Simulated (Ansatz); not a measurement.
# ClGeH₇N₂OSi: up Jacob's ladder to CCSD(T)

How much do the methods differ for ClGeH₇N₂OSi? The plan is to run it at one geometry with functionals of several rungs and with coupled cluster. The yardstick is the atomisation energy at the CCSD(T) limit.

Program: Ansatz 0.2.0, Gaussian basis. Level of theory: functionals in def2-TZVPP, the program's frozen cores in correlated methods. These are calculated values, not measurements.

The runs, in order: PBE-D4, r2SCAN-D4, PBE0-D4, B3LYP-D4, ωB97X-V, ωB97M-V, B2PLYP; CCSD(T)/def2-TZVPP; MP2/def2-QZVPP; extrapolation to the limit.

### Step 1. The geometry

The geometry comes from an earlier relaxation with PBE0-D4 in a triple-zeta def2 set; it is a stationary point, not always the lowest conformer.

13 atoms, charge 0, spin multiplicity 1.

Atoms are counted from 1 here; the program's logs count them from 0.

Bond lengths: N1–Ge2 1.819 Å, N1–H7 1.012 Å, N1–H8 1.011 Å, Ge2–O3 1.802 Å, Ge2–H9 1.533 Å, Ge2–H10 1.530 Å, O3–Si4 1.612 Å, Si4–N5 1.712 Å, Si4–Cl6 2.065 Å, Si4–H11 1.477 Å, N5–H12 1.009 Å, N5–H13 1.008 Å. Angles: Ge2–N1–H7 113.3°, Ge2–N1–H8 114.6°, H7–N1–H8 108.7°, N1–Ge2–O3 113.1°, N1–Ge2–H9 109.0°, N1–Ge2–H10 109.6°, O3–Ge2–H9 105.7°, O3–Ge2–H10 104.8°, H9–Ge2–H10 114.7°, Ge2–O3–Si4 129.1°, O3–Si4–N5 110.3°, O3–Si4–Cl6 112.6°, O3–Si4–H11 107.1°, N5–Si4–Cl6 104.1°, N5–Si4–H11 116.6°, Cl6–Si4–H11 106.2°, Si4–N5–H12 119.2°, Si4–N5–H13 119.0° and more.

As a file:

```xyz
13
ClGeH7N2OSi
N    -1.1118   -0.6883    1.6701
Ge   -0.4651    0.9907    1.4057
O    -0.0905    1.3394   -0.3224
Si    0.2851    0.3133   -1.5078
N     1.4054   -0.8553   -0.9495
Cl   -1.3363   -0.8016   -2.1345
H    -0.4743   -1.4149    1.3721
H    -2.0163   -0.8606    1.2534
H     0.8633    1.1380    2.1567
H    -1.5329    2.0180    1.7882
H     0.7003    1.1254   -2.6696
H     2.3204   -0.5556   -0.6484
H     1.4528   -1.7484   -1.4139
```

### Step 2. PBE-D4 (GGA)

in.yaml reads:

```yaml
crystal:
  periodic: [false, false, false]
  atoms:
    - {symbol: N, position_ang: [-1.111843, -0.688329, 1.670130]}
    - {symbol: Ge, position_ang: [-0.465064, 0.990715, 1.405666]}
    - {symbol: O, position_ang: [-0.090499, 1.339402, -0.322393]}
    - {symbol: Si, position_ang: [0.285098, 0.313291, -1.507765]}
    - {symbol: N, position_ang: [1.405358, -0.855283, -0.949541]}
    - {symbol: Cl, position_ang: [-1.336255, -0.801592, -2.134499]}
    - {symbol: H, position_ang: [-0.474348, -1.414925, 1.372095]}
    - {symbol: H, position_ang: [-2.016281, -0.860633, 1.253363]}
    - {symbol: H, position_ang: [0.863271, 1.138030, 2.156725]}
    - {symbol: H, position_ang: [-1.532860, 2.017977, 1.788191]}
    - {symbol: H, position_ang: [0.700261, 1.125393, -2.669642]}
    - {symbol: H, position_ang: [2.320399, -0.555606, -0.648427]}
    - {symbol: H, position_ang: [1.452754, -1.748441, -1.413912]}
basis:
  gaussian: {orbitals: def2-TZVPP}
hamiltonian: {xc: pbe, dispersion: d4}
output: {forces: true, orbitals: {seedname: orbitals}}
```

Started as:

```
ansatz run in.yaml --threads 2 --pin off --events-out ev --progress --plain --max-ram 32768MiB --backend cuda --devices 0, --max-vram 18GiB
```

After this run come: r2SCAN-D4 (meta-GGA); PBE0-D4 (hybrid); B3LYP-D4 (hybrid); ωB97X-V (range-separated); ωB97M-V (range-separated); B2PLYP (double hybrid); CCSD(T) in def2-TZVPP; MP2 in def2-QZVPP.

**Question.** What will the summary of the whole plan be? Wanted: atomisation energy, CCSD(T)/CBS; farthest; mean size of error, hybrid; mean size of error, range-separated; gap, smallest and largest; T1 diagnostic; triples share of the correlation energy.

As calculated:

| quantity | value |
| --- | --- |
| atomisation energy, CCSD(T)/CBS | 1068.4 kcal/mol |
| functionals within 10.7 kcal/mol (1.0 %) | PBE-D4, r2SCAN-D4, B3LYP-D4, ωB97X-V, ωB97M-V |
| farthest | B2PLYP (-19.6 kcal/mol) |
| mean size of error, hybrid | 11.9 kcal/mol |
| mean size of error, range-separated | 2.4 kcal/mol |
| gap, smallest and largest | 5.85 eV (PBE-D4), 12.45 eV (ωB97X-V) |
| T1 diagnostic | 0.0111 |
| triples share of the correlation energy | 3.7 % |

What this shows: PBE-D4 is off by +3.8 kcal/mol. Double hybrids carry the basis error of their MP2 part in triple zeta, and no dispersion term here, so their miss is partly the set-up's. Misses under about 10.7 kcal/mol are within the doubt on the reference itself, which lacks core-valence correlation, relativity and higher excitations, and its outer-core shells are covered unevenly. Hartree-Fock recovers 69 % of the binding; the rest is correlation. Orbital gaps span 5.9 to 12.5 eV; exact exchange widens them. Correlated methods include outer-core shells of Ge, which these sets cover unevenly.
